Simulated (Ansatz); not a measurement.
# Ta3Ru2: a stacking-fault curve

This session takes Ta3Ru2 and sets out to slide the crystal rigidly across a (0 0 1) plane.

Computed with Ansatz 0.2.0 (DFT PBEsol, scalar-relativistic, plane waves, PAW, unless a step's input says otherwise).

### Step 1. Starting point

It takes space group P4/mmm (No. 123, tetragonal). The conventional cell has a = 3.189 Å, b = 3.189 Å, c = 15.636 Å, α = 90.00°, β = 90.00°, γ = 90.00°. Around Ta (site symmetry 4mm) lie 4 Ru at 2.78 Å and 10 Ta at 2.79 to 3.28 Å. Around Ta (site symmetry 4mm) lie 8 Ru at 2.71 to 2.72 Å and 6 Ta at 3.05 to 3.19 Å. Ta (site symmetry 4/mmm) has 8 Ru at 2.72 Å and 6 Ta at 3.05 to 3.19 Å as nearest neighbours. Ta (site symmetry 4/mmm) is surrounded by 12 Ta at 2.79 to 3.19 Å. Ru (site symmetry 4mm) is surrounded by 8 Ta at 2.71 to 2.78 Å and 1 Ru at 3.03 Å. Around Ru (site symmetry 4mm) lie 8 Ta at 2.72 Å and 6 Ru at 3.03 to 3.19 Å.

As a file:

```cif
data_structure
_symmetry_space_group_name_H-M 'P4/mmm'
_symmetry_Int_Tables_number 123
_cell_length_a 3.1889
_cell_length_b 3.1889
_cell_length_c 15.6359
_cell_angle_alpha 90.000
_cell_angle_beta 90.000
_cell_angle_gamma 90.000
_cell_volume 159.01
loop_
_atom_site_label
_atom_site_type_symbol
_atom_site_symmetry_multiplicity
_atom_site_Wyckoff_symbol
_atom_site_fract_x
_atom_site_fract_y
_atom_site_fract_z
_atom_site_occupancy
Ta1 Ta 2 g 0.00000 0.00000 0.89521 1
Ta2 Ta 2 g 0.00000 0.00000 0.30475 1
Ta3 Ta 1 b 0.00000 0.00000 0.50000 1
Ta4 Ta 1 c 0.50000 0.50000 0.00000 1
Ru1 Ru 2 h 0.50000 0.50000 0.20877 1
Ru2 Ru 2 h 0.50000 0.50000 0.40259 1
```

It goes back to an entry of the Materials Project, which need not be the stable form.

This cell was relaxed beforehand with the same method: volume 15.90 Å³/atom, gap on the mesh none (metal).

### Step 2. Zero of energy

The reference gives a free energy of -82107.6839 eV, pressure 0.01 GPa, largest force 0.018 eV/Å and gap on the mesh none (metal). It was computed beforehand with the settings of the runs below.

### Step 3. Setting up a stacking-fault curve

The cut lies on the cell's a–b face, a (0 0 1) plane of area 10.17 Å², between layers 1.64 Å apart (Ta below, Ta above); the cell is 15.6 Å thick. Vector c is tilted by f times 1·a − 1·b (length 4.510 Å) with the atoms' Cartesian places fixed: one unrelaxed fault per cell.

### Step 4. Point f = 0.167

Input file input.yaml:

```yaml
crystal:
  lattice:
    - [-3.1889496264, 0.0, 0.0]
    - [0.0, -3.1889496264, 0.0]
    - [-0.5315979027, 0.5315979027, 15.6359032188]
  atoms:
    - { symbol: Ta, position: [0.8595042068, 0.1404957932, 0.8428061979] }
    - { symbol: Ta, position: [0.9912659532, 0.0087340468, 0.0523938021] }
    - { symbol: Ta, position: [0.9579328513, 1.0420671487, 0.252352422] }
    - { symbol: Ta, position: [0.92538508, 1.07461492, 0.4476] }
    - { symbol: Ta, position: [0.8928373087, 1.1071626913, 0.642847578] }
    - { symbol: Ta, position: [0.34203508, 0.65796492, 0.9476] }
    - { symbol: Ru, position: [0.473933325, 0.526066675, 0.1563687761] }
    - { symbol: Ru, position: [0.4416230019, 0.5583769981, 0.3501919502] }
    - { symbol: Ru, position: [0.4091471581, 0.5908528419, 0.5450080498] }
    - { symbol: Ru, position: [0.376836835, 0.623163165, 0.7388312239] }
basis:
  ecutwfc: 420
kpoints:
  mp_grid: { grid: [12, 12, 3] }
hamiltonian:
  xc: pbesol
scf:
  occupations: { method: gaussian, width: 0.15 }
output:
  forces: true
  stress: true
  eigenvalues: true
```

Started as:

```bash
$ ansatz run input.yaml --threads 2 --pin off --max-ram 5120MiB --backend cpu --events-out ev --progress --plain --runs-dir out
```

The program printed, cut to the lines that bear on the results:

```text
Warning: RAYON_NUM_THREADS=2 ignored (pool sized by the plan → 2); use --threads N
[...]
Pseudopotentials: kind: paw
Pseudopotential: Ta, paw, valence charge 13, recommended cutoff 420 eV (normal), Ta.paw.azcp
Pseudopotential: Ru, paw, valence charge 16, recommended cutoff 420 eV (normal), Ru.paw.azcp
Functional definition: PBEsol
[...]
Crystal: 10 atoms, lattice volume = 159.008 Å³
Basis set: ecut = 420 eV, 3125 PW (Γ), exchange–correlation on 48×48×216 points (8 copies of the dense FFT grid, shifted against one another)
Bands: 86, of which v1, the nominal top of the filled ones, is band 71 counted from 1 (70 counted from 0)
Symmetry: 2 space group operations
Space group: Cm (ITA 8), of the structure as read, at distance tolerance 5.4e-5 Å
k-points: 121 of 432 (time reversal used)
[...]
SCF iter   1: F=—  HF=-82106.049593 eV  |F-HF|=—  |Δ(HF+E_count)|=         —  Δρ=2.21e-2  dr2=1.19e1  ethr=1.77e-3  ⟨swp⟩=4.3  Hψ=33560  notcnv=0
[...]
SCF iter   8: F=-82105.819898 eV  HF=-82105.819898 eV  |F-HF|=5.68e-9  |Δ(HF+E_count)|=   1.05e-8  Δρ=1.58e-6  dr2=6.97e-9  ethr=7.04e-11  ⟨swp⟩=9.4  Hψ=36413  notcnv=0
[...]
SCF converged after 8 iterations
Free energy (F): -82105.819898 eV
[...]
E sigma→0 (E₀):  -82105.763868 eV
Entropy (-TS):   -0.112059 eV (-11.206 meV/atom)
Fermi energy:    21.342490 eV
[...]
--- Forces (eV/Å), atoms counted from 1 ---
  atom   1  Ta     0.41980877    -0.41980877    -0.58566044
  atom   2  Ta     3.83279628    -3.83279628     3.83586853
  atom   3  Ta    -0.05784585     0.05784585    -0.08222515
  atom   4  Ta     0.00773398    -0.00773398    -0.06319962
  atom   5  Ta     0.01188844    -0.01188844     0.10772706
  atom   6  Ta    -4.34467798     4.34467798    -3.59257184
  atom   7  Ru     0.13190142    -0.13190142     0.23394333
  atom   8  Ru    -0.01787100     0.01787100    -0.00502138
[...]
--- Stress (GPa, compression-positive) ---
        1.691200      -1.887163       5.595663
       -1.887163       1.691200      -5.595663
        5.595663      -5.595663       6.713976
  P = ⅓ Tr σ = 3.3655 GPa (33.655 kbar)
--- Band table (eV; the first three rows and the last of 121) ---
[...]
```

Run time: 30 s. Hardware: 2 threads of Intel Xeon 6975P-C (Granite Rapids), shared host; peak memory 1.3 GiB.

### Step 5. f = 0.333

Input file input.yaml:

```yaml
crystal:
  lattice:
    - [-3.1889496264, 0.0, 0.0]
    - [0.0, -3.1889496264, 0.0]
    - [-1.0628769105, 1.0628769105, 15.6359032188]
  atoms:
    - { symbol: Ta, position: [0.7190926942, 0.2809073058, 0.8428061979] }
    - { symbol: Ta, position: [0.9825371458, 0.0174628542, 0.0523938021] }
    - { symbol: Ta, position: [0.9158909377, 1.0841090623, 0.252352422] }
    - { symbol: Ta, position: [0.85081492, 1.14918508, 0.4476] }
    - { symbol: Ta, position: [0.7857389023, 1.2142610977, 0.642847578] }
    - { symbol: Ta, position: [0.18416492, 0.81583508, 0.9476] }
    - { symbol: Ru, position: [0.4478822869, 0.5521177131, 0.1563687761] }
    - { symbol: Ru, position: [0.383281023, 0.616718977, 0.3501919502] }
    - { symbol: Ru, position: [0.318348817, 0.681651183, 0.5450080498] }
    - { symbol: Ru, position: [0.2537475531, 0.7462524469, 0.7388312239] }
basis:
  ecutwfc: 420
kpoints:
  mp_grid: { grid: [12, 12, 3] }
hamiltonian:
  xc: pbesol
scf:
  occupations: { method: gaussian, width: 0.15 }
output:
  forces: true
  stress: true
  eigenvalues: true
```

Started as:

```bash
$ ansatz run input.yaml --threads 2 --pin off --max-ram 5120MiB --backend cpu --events-out ev --progress --plain --runs-dir out
```

The program printed, cut to the lines that bear on the results:

```text
[...]
SCF converged after 8 iterations
Free energy (F): -82098.737487 eV
[...]
E sigma→0 (E₀):  -82098.672760 eV
Entropy (-TS):   -0.129453 eV (-12.945 meV/atom)
Fermi energy:    21.272327 eV
[...]
--- Forces (eV/Å), atoms counted from 1 ---
  atom   1  Ta    -0.01699689     0.01699689    -1.78321857
  atom   2  Ta    10.22985269   -10.22985269    27.64073942
  atom   3  Ta    -0.03406618     0.03406618    -0.22470167
  atom   4  Ta     0.01372534    -0.01372534    -0.06662532
  atom   5  Ta     0.05355057    -0.05355057     0.26737341
  atom   6  Ta   -10.04064004    10.04064004   -27.38570523
  atom   7  Ru    -0.07735391     0.07735391     1.22965331
  atom   8  Ru    -0.03023596     0.03023596     0.07236946
[...]
--- Stress (GPa, compression-positive) ---
        2.873026      -5.177861      16.581971
       -5.177861       2.873026     -16.581971
       16.581972     -16.581972      50.030970
  P = ⅓ Tr σ = 18.5923 GPa (185.923 kbar)
--- Band table (eV; the first three rows and the last of 121) ---
[...]
```

Run time: 32 s. Hardware: 2 threads of Intel Xeon 6975P-C (Granite Rapids), shared host; peak memory 1.4 GiB.

### Step 6. f = 0.500

Input file input.yaml:

```yaml
crystal:
  lattice:
    - [-3.1889496264, 0.0, 0.0]
    - [0.0, -3.1889496264, 0.0]
    - [-1.5944748132, 1.5944748132, 15.6359032188]
  atoms:
    - { symbol: Ta, position: [0.578596901, 0.4214030989, 0.8428061979] }
    - { symbol: Ta, position: [0.973803099, 0.026196901, 0.0523938021] }
    - { symbol: Ta, position: [0.873823789, 1.126176211, 0.252352422] }
    - { symbol: Ta, position: [0.7762, 1.2238, 0.4476] }
    - { symbol: Ta, position: [0.678576211, 1.321423789, 0.642847578] }
    - { symbol: Ta, position: [0.0262, 0.9738, 0.9476] }
    - { symbol: Ru, position: [0.4218156119, 0.578184388, 0.1563687761] }
    - { symbol: Ru, position: [0.3249040249, 0.6750959751, 0.3501919502] }
    - { symbol: Ru, position: [0.2274959751, 0.7725040249, 0.5450080498] }
    - { symbol: Ru, position: [0.1305843881, 0.8694156119, 0.7388312239] }
basis:
  ecutwfc: 420
kpoints:
  mp_grid: { grid: [12, 12, 3] }
hamiltonian:
  xc: pbesol
scf:
  occupations: { method: gaussian, width: 0.15 }
output:
  forces: true
  stress: true
  eigenvalues: true
```

Started as:

```bash
$ ansatz run input.yaml --threads 2 --pin off --max-ram 5120MiB --backend cpu --events-out ev --progress --plain --runs-dir out
```

The program printed, cut to the lines that bear on the results:

```text
[...]
SCF converged after 10 iterations
Free energy (F): -82090.014545 eV
[...]
E sigma→0 (E₀):  -82089.957009 eV
Entropy (-TS):   -0.115072 eV (-11.507 meV/atom)
Fermi energy:    21.134237 eV
[...]
--- Forces (eV/Å), atoms counted from 1 ---
  atom   1  Ta    -0.00109505     0.00109505    -1.54412785
  atom   2  Ta    -0.00124463     0.00124463    72.32135101
  atom   3  Ta    -0.00019353     0.00019353    -0.60644691
  atom   4  Ta     0.00038686    -0.00038686    -0.04662153
  atom   5  Ta    -0.00072987     0.00072987     0.33061010
  atom   6  Ta     0.00023018    -0.00023018   -72.42382827
  atom   7  Ru     0.00132667    -0.00132667     1.42958565
  atom   8  Ru    -0.00102974     0.00102974     0.31240573
[...]
--- Stress (GPa, compression-positive) ---
       -3.219605       0.007524       0.005559
        0.007524      -3.219605      -0.005559
        0.005559      -0.005559     124.980085
  P = ⅓ Tr σ = 39.5136 GPa (395.136 kbar)
--- Band table (eV; the first three rows and the last of 121) ---
[...]
```

Wall time 38 s (2 threads of Intel Xeon 6975P-C (Granite Rapids), shared host); peak memory 1.3 GiB.

### Step 7. f = 0.083

Input file input.yaml:

```yaml
crystal:
  lattice:
    - [-3.1889496264, 0.0, 0.0]
    - [0.0, -3.1889496264, 0.0]
    - [-0.2656395039, 0.2656395039, 15.6359032188]
  atoms:
    - { symbol: Ta, position: [0.9297942437, 0.0702057563, 0.8428061979] }
    - { symbol: Ta, position: [0.9956355963, 0.0043644037, 0.0523938021] }
    - { symbol: Ta, position: [0.9789790432, 1.0210209568, 0.252352422] }
    - { symbol: Ta, position: [0.96271492, 1.03728508, 0.4476] }
    - { symbol: Ta, position: [0.9464507968, 1.0535492032, 0.642847578] }
    - { symbol: Ta, position: [0.42106492, 0.57893508, 0.9476] }
    - { symbol: Ru, position: [0.486974481, 0.513025519, 0.1563687761] }
    - { symbol: Ru, position: [0.4708290105, 0.5291709895, 0.3501919502] }
    - { symbol: Ru, position: [0.4546008295, 0.5453991705, 0.5450080498] }
    - { symbol: Ru, position: [0.438455359, 0.561544641, 0.7388312239] }
basis:
  ecutwfc: 420
kpoints:
  mp_grid: { grid: [12, 12, 3] }
hamiltonian:
  xc: pbesol
scf:
  occupations: { method: gaussian, width: 0.15 }
output:
  forces: true
  stress: true
  eigenvalues: true
```

Started as:

```bash
$ ansatz run input.yaml --threads 2 --pin off --max-ram 5120MiB --backend cpu --events-out ev --progress --plain --runs-dir out
```

The program printed, cut to the lines that bear on the results:

```text
Warning: RAYON_NUM_THREADS=2 ignored (pool sized by the plan → 2); use --threads N
[...]
Pseudopotentials: kind: paw
Pseudopotential: Ta, paw, valence charge 13, recommended cutoff 420 eV (normal), Ta.paw.azcp
Pseudopotential: Ru, paw, valence charge 16, recommended cutoff 420 eV (normal), Ru.paw.azcp
Functional definition: PBEsol
[...]
Crystal: 10 atoms, lattice volume = 159.008 Å³
Basis set: ecut = 420 eV, 3121 PW (Γ), exchange–correlation on 48×48×216 points (8 copies of the dense FFT grid, shifted against one another)
Bands: 86, of which v1, the nominal top of the filled ones, is band 71 counted from 1 (70 counted from 0)
Symmetry: 2 space group operations
Space group: Cm (ITA 8), of the structure as read, at distance tolerance 5.4e-5 Å
k-points: 121 of 432 (time reversal used)
[...]
SCF converged after 8 iterations
Free energy (F): -82107.273793 eV
[...]
E sigma→0 (E₀):  -82107.221534 eV
Entropy (-TS):   -0.104518 eV (-10.452 meV/atom)
Fermi energy:    21.333639 eV
[...]
--- Forces (eV/Å), atoms counted from 1 ---
  atom   1  Ta     0.27010132    -0.27010132    -0.09122150
  atom   2  Ta     1.56306188    -1.56306188     0.82239268
  atom   3  Ta    -0.02744506     0.02744506    -0.04056335
  atom   4  Ta     0.00572034    -0.00572034    -0.01096726
  atom   5  Ta     0.01170063    -0.01170063     0.01477776
  atom   6  Ta    -1.89696631     1.89696631    -0.82653443
  atom   7  Ru     0.10414327    -0.10414327     0.06550270
  atom   8  Ru    -0.01902133     0.01902133     0.01090001
[...]
--- Stress (GPa, compression-positive) ---
        0.468701      -0.447548       2.226039
       -0.447548       0.468701      -2.226039
        2.226039      -2.226039       1.561032
  P = ⅓ Tr σ = 0.8328 GPa (8.328 kbar)
--- Band table (eV; the first three rows and the last of 121) ---
[...]
```

Wall time 33 s (2 threads of Intel Xeon 6975P-C (Granite Rapids), shared host); peak memory 1.4 GiB.

### Step 8. Point f = 0.250

Input file input.yaml:

```yaml
crystal:
  lattice:
    - [-3.1889496264, 0.0, 0.0]
    - [0.0, -3.1889496264, 0.0]
    - [-0.7972374066, 0.7972374066, 15.6359032188]
  atoms:
    - { symbol: Ta, position: [0.7892984505, 0.2107015495, 0.8428061979] }
    - { symbol: Ta, position: [0.9869015495, 0.0130984505, 0.0523938021] }
    - { symbol: Ta, position: [0.9369118945, 1.0630881055, 0.252352422] }
    - { symbol: Ta, position: [0.8881, 1.1119, 0.4476] }
    - { symbol: Ta, position: [0.8392881055, 1.1607118945, 0.642847578] }
    - { symbol: Ta, position: [0.2631, 0.7369, 0.9476] }
    - { symbol: Ru, position: [0.460907806, 0.539092194, 0.1563687761] }
    - { symbol: Ru, position: [0.4124520124, 0.5875479875, 0.3501919502] }
    - { symbol: Ru, position: [0.3637479876, 0.6362520124, 0.5450080498] }
    - { symbol: Ru, position: [0.315292194, 0.684707806, 0.7388312239] }
basis:
  ecutwfc: 420
kpoints:
  mp_grid: { grid: [12, 12, 3] }
hamiltonian:
  xc: pbesol
scf:
  occupations: { method: gaussian, width: 0.15 }
output:
  forces: true
  stress: true
  eigenvalues: true
```

Started as:

```bash
$ ansatz run input.yaml --threads 2 --pin off --max-ram 5120MiB --backend cpu --events-out ev --progress --plain --runs-dir out
```

The program printed, cut to the lines that bear on the results:

```text
Warning: RAYON_NUM_THREADS=2 ignored (pool sized by the plan → 2); use --threads N
[...]
Pseudopotentials: kind: paw
Pseudopotential: Ta, paw, valence charge 13, recommended cutoff 420 eV (normal), Ta.paw.azcp
Pseudopotential: Ru, paw, valence charge 16, recommended cutoff 420 eV (normal), Ru.paw.azcp
Functional definition: PBEsol
[...]
Crystal: 10 atoms, lattice volume = 159.008 Å³
Basis set: ecut = 420 eV, 3117 PW (Γ), exchange–correlation on 48×48×216 points (8 copies of the dense FFT grid, shifted against one another)
Bands: 86, of which v1, the nominal top of the filled ones, is band 71 counted from 1 (70 counted from 0)
Symmetry: 2 space group operations
Space group: Cm (ITA 8), of the structure as read, at distance tolerance 5.4e-5 Å
k-points: 121 of 432 (time reversal used)
[...]
SCF converged after 8 iterations
Free energy (F): -82103.113061 eV
[...]
E sigma→0 (E₀):  -82103.048544 eV
Entropy (-TS):   -0.129034 eV (-12.903 meV/atom)
Fermi energy:    21.343617 eV
[...]
--- Forces (eV/Å), atoms counted from 1 ---
  atom   1  Ta     0.30871911    -0.30871911    -1.46094679
  atom   2  Ta     6.54923943    -6.54923943    10.47797821
  atom   3  Ta    -0.03434546     0.03434546    -0.11971941
  atom   4  Ta     0.00690140    -0.00690140    -0.09258039
  atom   5  Ta     0.04275213    -0.04275213     0.20158864
  atom   6  Ta    -6.72181929     6.72181929    -9.89251258
  atom   7  Ru    -0.06438861     0.06438861     0.67530141
  atom   8  Ru    -0.02296713     0.02296713    -0.02351553
[...]
--- Stress (GPa, compression-positive) ---
        2.836087      -3.755724       9.907935
       -3.755724       2.836087      -9.907935
        9.907935      -9.907935      19.116983
  P = ⅓ Tr σ = 8.2631 GPa (82.631 kbar)
--- Band table (eV; the first three rows and the last of 121) ---
[...]
```

Run time: 30 s. Hardware: 2 threads of Intel Xeon 6975P-C (Granite Rapids), shared host; peak memory 1.3 GiB.

### Step 9. Point f = 0.417

Input file input.yaml:

```yaml
crystal:
  lattice:
    - [-3.1889496264, 0.0, 0.0]
    - [0.0, -3.1889496264, 0.0]
    - [-1.3288353093, 1.3288353093, 15.6359032188]
  atoms:
    - { symbol: Ta, position: [0.6488026573, 0.3511973427, 0.8428061979] }
    - { symbol: Ta, position: [0.9781675027, 0.0218324973, 0.0523938021] }
    - { symbol: Ta, position: [0.8948447458, 1.1051552542, 0.252352422] }
    - { symbol: Ta, position: [0.81348508, 1.18651492, 0.4476] }
    - { symbol: Ta, position: [0.7321254142, 1.2678745858, 0.642847578] }
    - { symbol: Ta, position: [0.10513508, 0.89486492, 0.9476] }
    - { symbol: Ru, position: [0.434841131, 0.565158869, 0.1563687761] }
    - { symbol: Ru, position: [0.3540750144, 0.6459249856, 0.3501919502] }
    - { symbol: Ru, position: [0.2728951456, 0.7271048544, 0.5450080498] }
    - { symbol: Ru, position: [0.192129029, 0.807870971, 0.7388312239] }
basis:
  ecutwfc: 420
kpoints:
  mp_grid: { grid: [12, 12, 3] }
hamiltonian:
  xc: pbesol
scf:
  occupations: { method: gaussian, width: 0.15 }
output:
  forces: true
  stress: true
  eigenvalues: true
```

Started as:

```bash
$ ansatz run input.yaml --threads 2 --pin off --max-ram 5120MiB --backend cpu --events-out ev --progress --plain --runs-dir out
```

The program printed, cut to the lines that bear on the results:

```text
Warning: RAYON_NUM_THREADS=2 ignored (pool sized by the plan → 2); use --threads N
[...]
Pseudopotentials: kind: paw
Pseudopotential: Ta, paw, valence charge 13, recommended cutoff 420 eV (normal), Ta.paw.azcp
Pseudopotential: Ru, paw, valence charge 16, recommended cutoff 420 eV (normal), Ru.paw.azcp
Functional definition: PBEsol
[...]
Crystal: 10 atoms, lattice volume = 159.008 Å³
Basis set: ecut = 420 eV, 3129 PW (Γ), exchange–correlation on 48×48×216 points (8 copies of the dense FFT grid, shifted against one another)
Bands: 86, of which v1, the nominal top of the filled ones, is band 71 counted from 1 (70 counted from 0)
Symmetry: 2 space group operations
Space group: Cm (ITA 8), of the structure as read, at distance tolerance 5.4e-5 Å
k-points: 121 of 432 (time reversal used)
[...]
SCF converged after 9 iterations
Free energy (F): -82093.012545 eV
[...]
E sigma→0 (E₀):  -82092.952507 eV
Entropy (-TS):   -0.120077 eV (-12.008 meV/atom)
Fermi energy:    21.175787 eV
[...]
--- Forces (eV/Å), atoms counted from 1 ---
  atom   1  Ta    -0.11043079     0.11043079    -1.61747221
  atom   2  Ta     9.97666909    -9.97666909    56.36171439
  atom   3  Ta    -0.04949321     0.04949321    -0.46681188
  atom   4  Ta     0.01387766    -0.01387766    -0.05167908
  atom   5  Ta     0.02648702    -0.02648702     0.32003597
  atom   6  Ta    -9.84129815     9.84129815   -56.37506400
  atom   7  Ru     0.03907700    -0.03907700     1.38847680
  atom   8  Ru    -0.02531526     0.02531526     0.23283712
[...]
--- Stress (GPa, compression-positive) ---
       -0.331611      -2.728240      16.556254
       -2.728240      -0.331611     -16.556254
       16.556254     -16.556254      98.500052
  P = ⅓ Tr σ = 32.6123 GPa (326.123 kbar)
--- Band table (eV; the first three rows and the last of 121) ---
[...]
```

Run time: 36 s. Hardware: 2 threads of Intel Xeon 6975P-C (Granite Rapids), shared host; peak memory 1.3 GiB.

### Step 10. Results of the scan

Collected from the runs (energy zero: the undisturbed cell):

```csv
f,γ (mJ/m²),shear traction (GPa)
0.000,0,0.0
0.083,646,36.1
0.167,2937,86.6
0.250,7201,143.4
0.333,14095,225.3
0.417,23115,222.0
0.500,27838,0.0
```

Not run, since symmetry makes them alike: 0.667 repeats 0.333, 0.833 repeats 0.167, 0.583 repeats 0.417, 0.750 repeats 0.250, 0.917 repeats 0.083. Energy, pressure and gap are the same there.

### Step 11. Results

```
                      quantity                     value
  highest fault energy sampled  27838 mJ/m² at f = 0.500
largest shear traction sampled                 225.3 GPa
```

What this shows: Of the points run, the one at f = 0.500 is highest, 27838 mJ/m². Nothing is relaxed, so these energies are upper bounds; letting the layers move apart would lower them. Spin-orbit coupling is left out for Ta. Where forces pass 15 eV/Å atoms stand far too close, the PAW spheres overlap strongly and those numbers are rough.
